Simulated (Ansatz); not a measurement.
# C₂H₆OSi₂: one species, many methods

One table from this session's results is given with a row withheld; the runs are named, their logs left out.

Method: functionals in def2-TZVPP, the program's frozen cores in correlated methods; program: Ansatz 0.2.0, Gaussian basis.

The runs, in order: LDA (SPW92), PBE-D4, revPBE-D4, BLYP-D4, r2SCAN-D4, B97M-V, PBE0-D4, B3LYP-D4, r2SCANh-D4, r2SCAN0-D4, HSE06-D4, BHLYP-D4, CAM-B3LYP-D4, LC-ωPBE, ωB97X-V, ωB97M-V, B2PLYP, PBE-QIDH; CCSD(T)/def2-SVP; CCSD(T)/def2-TZVPP; MP2/def2-QZVPP; extrapolation to the limit; RPA on PBE.

**The relaxed structure**

All runs share one geometry, relaxed beforehand with PBE0-D4 in a triple-zeta def2 set.

SMILES `O[SiH2]C#C[SiH3]`, 11 atoms, charge 0, spin multiplicity 1.

Atoms are counted from 1 here; the program's logs count them from 0.

Bond lengths: O1–Si2 1.641 Å, O1–H6 0.958 Å, Si2–C3 1.830 Å, Si2–H7 1.485 Å, Si2–H8 1.477 Å, C3–C4 1.215 Å, C4–Si5 1.826 Å, Si5–H9 1.483 Å, Si5–H10 1.483 Å, Si5–H11 1.483 Å. Angles: Si2–O1–H6 117.9°, O1–Si2–C3 111.3°, O1–Si2–H7 112.0°, O1–Si2–H8 106.2°, C3–Si2–H7 106.9°, C3–Si2–H8 109.7°, H7–Si2–H8 110.8°, Si2–C3–C4 179.3°, C3–C4–Si5 179.7°, C4–Si5–H9 109.2°, C4–Si5–H10 109.2°, C4–Si5–H11 109.0°, H9–Si5–H10 109.8°, H9–Si5–H11 109.7°, H10–Si5–H11 109.8°.

As a file:

```xyz
11
C2H6OSi2
O    -1.9146   -1.8875    1.4991
Si   -0.3228   -1.4953    1.5766
C     0.1294   -0.2903    0.2752
C     0.4247    0.5212   -0.5795
Si    0.8728    1.7330   -1.8697
H    -2.5540   -1.1741    1.5120
H     0.0365   -0.8793    2.8789
H     0.4219   -2.7544    1.3693
H     1.6071    2.8611   -1.2469
H     1.7309    1.0730   -2.8832
H    -0.3666    2.2355   -2.5111
```

The first run:

in.yaml reads:

```yaml
crystal:
  periodic: [false, false, false]
  atoms:
    - {symbol: O, position_ang: [-1.914593, -1.887523, 1.499063]}
    - {symbol: Si, position_ang: [-0.322844, -1.495329, 1.576626]}
    - {symbol: C, position_ang: [0.129445, -0.290294, 0.275184]}
    - {symbol: C, position_ang: [0.424728, 0.521225, -0.579489]}
    - {symbol: Si, position_ang: [0.872811, 1.733012, -1.869745]}
    - {symbol: H, position_ang: [-2.553987, -1.174107, 1.511956]}
    - {symbol: H, position_ang: [0.036476, -0.879322, 2.878923]}
    - {symbol: H, position_ang: [0.421898, -2.754427, 1.369311]}
    - {symbol: H, position_ang: [1.607094, 2.861113, -1.246904]}
    - {symbol: H, position_ang: [1.730920, 1.073013, -2.883216]}
    - {symbol: H, position_ang: [-0.366647, 2.235540, -2.511109]}
basis:
  gaussian: {orbitals: def2-TZVPP}
hamiltonian: {xc: lda}
output: {orbitals: {seedname: orbitals}}
```

On the command line:

```
$ ansatz run in.yaml --threads 4 --pin off --events-out ev --progress --plain --max-ram 10444MiB
```

Steps of the session up to this table: LDA; PBE-D4 (GGA); revPBE-D4 (GGA); BLYP-D4 (GGA); r2SCAN-D4 (meta-GGA); B97M-V (meta-GGA); B3LYP-D4 (hybrid); r2SCANh-D4 (hybrid); r2SCAN0-D4 (hybrid); HSE06-D4 (hybrid); BHLYP-D4 (hybrid); CAM-B3LYP-D4 (range-separated); LC-ωPBE (range-separated); ωB97X-V (range-separated); ωB97M-V (range-separated); B2PLYP (double hybrid); PBE-QIDH (double hybrid).

One table of the session follows, with a row left open; its other results are not shown here.

It belongs to the step «Orbital energies across the functionals». 

| functional | HOMO (eV) | gap (eV) |
| --- | --- | --- |
| LDA (SPW92) | -7.11 | 4.98 |
| PBE-D4 | -6.99 | 5.09 |
| revPBE-D4 | -6.94 | 5.13 |
| BLYP-D4 | ? | ? |
| r2SCAN-D4 | -7.25 | 5.56 |
| B97M-V | -7.31 | 5.54 |
| PBE0-D4 | -8.19 | 7.17 |
| B3LYP-D4 | -7.96 | 6.76 |
| r2SCANh-D4 | -7.70 | 6.33 |
| r2SCAN0-D4 | -8.37 | 7.47 |
| HSE06-D4 | -7.79 | 6.40 |
| BHLYP-D4 | -9.24 | 9.21 |
| CAM-B3LYP-D4 | -9.51 | 9.58 |
| LC-ωPBE | -10.92 | 12.10 |
| ωB97X-V | -10.53 | 11.62 |
| ωB97M-V | -10.39 | 11.29 |

Q: Estimate the row for BLYP-D4 from the others.

Worked estimate for «HOMO (eV)». Against the share of exact exchange, B3LYP-D4 (0.2, -7.96), BHLYP-D4 (0.5, -9.24) give a slope of -4.27 per unit share; at 0 the line stands at -7.11.

As computed: HOMO (eV): -6.84; gap (eV): 5.10. In «HOMO (eV)» the line misses by -0.27.
